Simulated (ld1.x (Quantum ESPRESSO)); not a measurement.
# Ru: an input that ld1.x accepts and what odd changes do to it, part 2 of 2

A potential is built and tested first. Its input is then changed in one place at a time, on purpose and often against sense, to learn how the program reacts.

ld1.x (Quantum ESPRESSO) 7.5; PBE, scalar-relativistic. Earlier steps stand in the parts before.

## (4) Logarithmic derivatives

Taken from the files of the generation run. The phase is arctan(r·u′/u) with u = r·R, unwrapped, with energies in Ry. A pole is an energy at which the radial function vanishes at the test radius. The pseudo phase is shifted by a multiple of π to meet the all-electron one at the reference energy. Levels narrower than the energy grid can be missing from the poles. The last column is the largest difference on the grid between −1 and +1 Ry.

```tsv
channel	radius (bohr)	reference (Ry)	poles AE	poles PS	window around the reference with phases within 0.05 rad (Ry)	largest difference near zero (rad)
s	1.79	-7.09	-6.56	-6.56	below -0.3	0.197
p	1.79	-4.88	-4.01	-4.01	below 1.2	0.032
d	1.79	-1.77	0.08	0.08	the whole range	0.000
```

Phases (rad) along the scan:

```csv
E (Ry),s AE,s PS,p AE,p PS
-9.00,1.239,1.239,1.314,1.314
-8.52,1.168,1.168,1.296,1.296
-8.04,0.990,0.990,1.273,1.273
-7.56,0.064,0.063,1.241,1.241
-7.08,-1.312,-1.312,1.194,1.193
-6.60,-1.560,-1.560,1.114,1.113
-6.12,-1.649,-1.649,0.946,0.945
-5.64,-1.700,-1.700,0.424,0.422
-5.16,-1.736,-1.736,-0.847,-0.847
-4.68,-1.765,-1.766,-1.363,-1.363
-4.20,-1.792,-1.794,-1.532,-1.532
-3.72,-1.820,-1.821,-1.616,-1.617
-3.24,-1.849,-1.852,-1.670,-1.671
-2.76,-1.883,-1.886,-1.711,-1.712
-2.28,-1.922,-1.927,-1.746,-1.748
-1.80,-1.970,-1.978,-1.779,-1.782
-1.32,-2.032,-2.046,-1.812,-1.817
-0.84,-2.116,-2.140,-1.848,-1.855
-0.36,-2.236,-2.280,-1.890,-1.900
0.12,-2.417,-2.501,-1.940,-1.956
0.60,-2.698,-2.853,-2.005,-2.030
1.08,-3.101,-3.331,-2.092,-2.134
1.56,-3.546,-3.774,-2.218,-2.293
2.04,-3.894,-4.072,-2.410,-2.549
2.52,-4.123,-4.258,-2.712,-2.959
3.00,-4.271,-4.378,-3.146,-3.469
3.48,-4.372,-4.462,-3.601,-3.881
3.96,-4.443,-4.523,-3.939,-4.139
4.44,-4.497,-4.570,-4.154,-4.298
4.92,-4.538,-4.609,-4.292,-4.401
```

## (5) Plane-wave convergence, by spherical Bessel functions

This step uses the generator's waves and projectors in a separate script. Basis: spherical Bessel functions vanishing at 20 bohr, q² up to the cutoff; potential fixed at the reference.

All-electron valence levels (Ry): 4s -7.0931, 5s -1.4013, 4p -4.8813, 5p -0.9892, 4d -1.7740. The lowest levels of each channel (Ry) by cutoff; the last column sums, over occupied levels, occupation times the distance from the level at 400 Ry. A positive value at high cutoff is not a bound level.

```csv
cutoff (Ry),s #1,s #2,p #1,p #2,d #1,f #1,Σ f·Δε (mRy)
8,-6.6491,-1.3472,-3.7555,-0.8292,-1.0248,-0.2959,12138.5
12,-6.6684,-1.3728,-4.4351,-0.9180,-1.2403,-0.2970,6728.7
21,-6.8379,-1.3819,-4.8509,-0.9851,-1.5726,-0.2979,1901.5
30,-6.9936,-1.3980,-4.8786,-0.9935,-1.7042,-0.2982,634.0
45,-7.0714,-1.4071,-4.8802,-0.9938,-1.7684,-0.2983,84.0
55,-7.0726,-1.4074,-4.8811,-0.9938,-1.7735,-0.2983,45.8
80,-7.0865,-1.4102,-4.8813,-0.9938,-1.7739,-0.2983,13.9
90,-7.0908,-1.4110,-4.8813,-0.9938,-1.7740,-0.2983,5.0
100,-7.0920,-1.4112,-4.8813,-0.9938,-1.7740,-0.2983,2.4
140,-7.0926,-1.4114,-4.8813,-0.9938,-1.7740,-0.2983,1.0
180,-7.0930,-1.4115,-4.8813,-0.9938,-1.7740,-0.2983,0.1
400,-7.0931,-1.4115,-4.8813,-0.9938,-1.7740,-0.2983,0.0
```

The sum stays within 10 mRy from 90 Ry and within 1 mRy from 140 Ry. The sum leaves out empty levels, which can need more. Ghost test: no level below the all-electron spectrum of its channel (s, p, d, f tested).

## (6) Changed on purpose: spin polarisation asked for in a generation

File Ru.in:

```
 &input
   title='Ru', zed=44., rel=1, dft='PBE', iswitch=3, lsd=1,
   config='[Kr] 4d6 5s0 5p0',
   nld=3, rlderiv=1.80, eminld=-9.0, emaxld=5.0, deld=0.04
 /
 &inputp
   pseudotype=2, tm=.true., lloc=2,
   nlcc=.true., rcore=1.25,
   file_pseudopw='Ru.UPF', file_wfcaegen='ae.wfc', file_wfcncgen='nc.wfc', file_beta='beta', file_chi='chi'
 /
3
4S  1  0   2.00   0.00  1.30  1.30  0.0
4P  2  1   6.00   0.00  1.65  1.65  0.0
4D  3  2   6.00   0.00  1.60  1.60  0.0
 &test
   configts(1)='4s2 4p6 4d6 5s0 5p0'
 /
```

On the command line:

```sh
$ ld1.x < Ru.in > Ru.out
```

The output, Ru.out (without the banner and most projector matrices):

```text
[... the first 20 lines are left out ...]

     [... all-electron run as in step 2 ...]


     Computing logarithmic derivative in   1.79424
     Computing logarithmic derivative in   1.79424
     Computing the partial wave expansion
     R is outside the sphere for l=    0 j= 0.00
     R is outside the sphere for l=    1 j= 0.00
       no projector for channel:   2

     ---------------------- Testing the pseudopotential ----------------------

     Ru
     scalar relativistic calculation

     atomic number is 44.00   valence charge is 16.00
     dft =PBE   lsd =0 sic =0 latt =0  beta=0.20 tr2=1.0E-14
     mesh =1233 r(mesh) = 101.06970 xmin = -7.00 dx = 0.01250

     n l     nl             e AE (Ry)        e PS (Ry)    De AE-PS (Ry)
     1 0     4S   1( 2.00)       -7.09306       -7.09308        0.00003
     2 1     4P   1( 6.00)       -4.88131       -4.88131        0.00001
     3 2     4D   1( 6.00)       -1.77401       -1.77401        0.00000
     2 0     5S   1( 0.00)       -1.40128       -1.41147        0.01019  !
     3 1     5P   1( 0.00)       -0.98924       -0.99382        0.00459

     eps = 3.6E-15  iter = 14

     Etot =   -9059.637961 Ry,   -4529.818980 Ha, -123262.653900 eV
     Etotps =  -187.763052 Ry,     -93.881526 Ha,   -2554.646469 eV

     Ekin =      63.952406 Ry,      31.976203 Ha,     870.116811 eV
     Encl =    -383.257409 Ry,    -191.628705 Ha,   -5214.482696 eV
     Ehrt =     139.102741 Ry,      69.551370 Ha,    1892.589201 eV
     Ecxc =     -18.908925 Ry,      -9.454463 Ha,    -257.269032 eV
     (Ecc =      -0.052095 Ry,      -0.026047 Ha,      -0.708783 eV)
     Epseu=      11.348135 Ry,       5.674068 Ha,     154.399246 eV

     ---------------------- End of pseudopotential test ----------------------
```

Wall time 0.87 s (1 thread, shared host).

The program runs through. The occupied levels of its test differ from the all-electron ones by at most 0.00003 Ry, against 0.00003 Ry before the change. The energy of the pseudo-atom is unchanged too, so the change had no effect.

## (7) Changed on purpose: occupation of 4S in the list raised by one against config

File Ru.in:

```
 &input
   title='Ru', zed=44., rel=1, dft='PBE', iswitch=3,
   config='[Kr] 4d6 5s0 5p0',
   nld=3, rlderiv=1.80, eminld=-9.0, emaxld=5.0, deld=0.04
 /
 &inputp
   pseudotype=2, tm=.true., lloc=2,
   nlcc=.true., rcore=1.25,
   file_pseudopw='Ru.UPF', file_wfcaegen='ae.wfc', file_wfcncgen='nc.wfc', file_beta='beta', file_chi='chi'
 /
3
4S  1  0   3.00   0.00  1.30  1.30  0.0
4P  2  1   6.00   0.00  1.65  1.65  0.0
4D  3  2   6.00   0.00  1.60  1.60  0.0
 &test
   configts(1)='4s2 4p6 4d6 5s0 5p0'
 /
```

On the command line:

```sh
$ ld1.x < Ru.in > Ru.out
```

Output in Ru.out (without the banner and most projector matrices):

```text
     Program LD1 v.7.5

 %%%%%%%%%%%%%%%%%%%%%%%%%%%%%%%%%%%%%%%%%%%%%%%%%%%%%%%%%%%%%%%%%%%%%%%%%%%%%%
     Error in routine read_psconfig (1):
     occupations (l) wrong
 %%%%%%%%%%%%%%%%%%%%%%%%%%%%%%%%%%%%%%%%%%%%%%%%%%%%%%%%%%%%%%%%%%%%%%%%%%%%%%

     stopping ...
```

It took 0.58 s on 1 thread, shared host.

The program refuses the input: "read_psconfig: occupations (l) wrong".

## (8) Changed on purpose: mesh start xmin=-12.0

File Ru.in:

```
 &input
   title='Ru', zed=44., rel=1, dft='PBE', iswitch=3, xmin=-12.0,
   config='[Kr] 4d6 5s0 5p0',
   nld=3, rlderiv=1.80, eminld=-9.0, emaxld=5.0, deld=0.04
 /
 &inputp
   pseudotype=2, tm=.true., lloc=2,
   nlcc=.true., rcore=1.25,
   file_pseudopw='Ru.UPF', file_wfcaegen='ae.wfc', file_wfcncgen='nc.wfc', file_beta='beta', file_chi='chi'
 /
3
4S  1  0   2.00   0.00  1.30  1.30  0.0
4P  2  1   6.00   0.00  1.65  1.65  0.0
4D  3  2   6.00   0.00  1.60  1.60  0.0
 &test
   configts(1)='4s2 4p6 4d6 5s0 5p0'
 /
```

On the command line:

```sh
$ ld1.x < Ru.in > Ru.out
```

Output in Ru.out (without the banner and most projector matrices):

```text
[... the first 93 lines are left out ...]

     eps = 7.7E-15  iter = 16

     Etot =   -9059.638550 Ry,   -4529.819275 Ha, -123262.661917 eV
     Etotps =  -187.763056 Ry,     -93.881528 Ha,   -2554.646514 eV

     Ekin =      63.952406 Ry,      31.976203 Ha,     870.116816 eV
     Encl =    -383.257413 Ry,    -191.628706 Ha,   -5214.482744 eV
     Ehrt =     139.102742 Ry,      69.551371 Ha,    1892.589214 eV
     Ecxc =     -18.908925 Ry,      -9.454463 Ha,    -257.269033 eV
     (Ecc =      -0.052095 Ry,      -0.026047 Ha,      -0.708783 eV)
     Epseu=      11.348134 Ry,       5.674067 Ha,     154.399233 eV

     ---------------------- End of pseudopotential test ----------------------
```

Run time: 1.4 s. Hardware: 1 thread, shared host.

The program runs through. The occupied levels of its test differ from the all-electron ones by at most 0.00003 Ry, against 0.00003 Ry before the change. Levels of the reference alone can't show what the change does to scattering or transferability.

## (9) Results

This closing draws on all 2 parts.

The unchanged input:

| quantity | value |
| --- | --- |
| cutoffs for 10 and 1 mRy, occupied levels | 90 Ry and 140 Ry |
| bound ghosts | none found |
| largest test error (AE − PS) | +111 meV, for 4s2 4p6 4d6 5s1 5p0 |
| largest phase difference near zero energy, channels read | 0.197 rad |

| odd change | end |
| --- | --- |
| spin polarisation asked for in a generation | ran through |
| occupation of 4S in the list raised by one against config | refused |
| mesh start xmin=-12.0 | ran through |

The unchanged input by itself. The worst unpolarised test, 4s2 4p6 4d6 5s1 5p0, is off by 111 meV on 15.4 eV; by total energies transferability rates as poor. Freezing the core alone would shift it much less, so the error comes from the pseudisation. The potential is hard: the looser tolerance needs 90 Ry. The slowest occupied level is 4s: taken alone it needs 110 Ry to come within 1 mRy, against 55 Ry for 4d. The Bessel-basis test finds no level below the valence levels. Near zero energy the largest phase difference among the channels read is 0.20 rad, in the s channel.

2 of the 3 changed inputs ran to the end; their files were not put through the further tests.
